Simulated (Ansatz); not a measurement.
**CH₂BBrO₃: basis-set convergence**

An exercise on one series of results from a longer session: the logs are not shown, and one member is left open.

Program: Ansatz 0.2.0, Gaussian basis. Level of theory: one geometry, several basis sets. These are calculated values, not measurements.

Levels to be run: PBE0-D4/def2-SVP; ωB97M-V/def2-SVP; PBE0-D4/def2-QZVPP; ωB97M-V/def2-QZVPP; the functionals' def2-TZVPP values are taken from earlier runs.

## The geometry

An earlier PBE0-D4 in a triple-zeta def2 set relaxation fixed the geometry.

SMILES `OB1OC(Br)O1`, 8 atoms, charge 0, spin multiplicity 1.

Atoms are counted from 1 here; the program's logs count them from 0.

Bond lengths: O1–B2 1.333 Å, O1–H7 0.960 Å, B2–O3 1.392 Å, B2–O6 1.397 Å, O3–C4 1.404 Å, C4–Br5 1.936 Å, C4–O6 1.408 Å, C4–H8 1.089 Å. Angles: B2–O1–H7 114.3°, O1–B2–O3 129.8°, O1–B2–O6 133.1°, O3–B2–O6 97.1°, B2–O3–C4 83.6°, O3–C4–Br5 113.2°, O3–C4–O6 96.0°, O3–C4–H8 113.9°, Br5–C4–O6 113.0°, Br5–C4–H8 107.0°, O6–C4–H8 113.8°, B2–O6–C4 83.3°.

Coordinates:

```
O    -0.7816   -1.8743   -0.5816
B    -0.2489   -0.6920   -0.2710
O     1.0282   -0.1974   -0.5179
C     0.5284    0.9614    0.0982
Br    1.4881    1.4411    1.7092
O    -0.7567    0.4477    0.3567
H    -1.6943   -1.9827   -0.3035
H     0.5288    1.8390   -0.5457
```

Set-up of the first run:

Input file in.yaml:

```yaml
crystal:
  periodic: [false, false, false]
  atoms:
    - {symbol: O, position_ang: [-0.781551, -1.874320, -0.581637]}
    - {symbol: B, position_ang: [-0.248880, -0.692029, -0.271015]}
    - {symbol: O, position_ang: [1.028232, -0.197430, -0.517863]}
    - {symbol: C, position_ang: [0.528449, 0.961364, 0.098177]}
    - {symbol: Br, position_ang: [1.488134, 1.441054, 1.709172]}
    - {symbol: O, position_ang: [-0.756746, 0.447723, 0.356713]}
    - {symbol: H, position_ang: [-1.694292, -1.982682, -0.303501]}
    - {symbol: H, position_ang: [0.528755, 1.839019, -0.545745]}
basis:
  gaussian: {orbitals: def2-SVP}
hamiltonian: {xc: pbe0, dispersion: d4}
output: {orbitals: {seedname: orbitals}}
```

The run is started by

```
ansatz run in.yaml --threads 4 --pin off --events-out ev --progress --plain --max-ram 10444MiB
```

Among the steps run: PBE0-D4 in def2-SVP; ωB97M-V in def2-SVP; PBE0-D4 in def2-QZVPP; ωB97M-V in def2-QZVPP.

One table of the session follows, with a row left open; its other results are not shown here.

```
functional       basis  HOMO (eV)  LUMO (eV)
   PBE0-D4    def2-SVP          ?          ?
   PBE0-D4  def2-TZVPP      -8.44      -0.20
   PBE0-D4  def2-QZVPP      -8.47      -0.32
   ωB97M-V    def2-SVP     -10.57       2.28
   ωB97M-V  def2-TZVPP     -10.73       1.70
   ωB97M-V  def2-QZVPP     -10.76       1.20
```

Estimate the missing values for PBE0-D4, def2-SVP.

The run gave: HOMO (eV): -8.31; LUMO (eV): 0.08. In the column «HOMO (eV)» it is the highest.
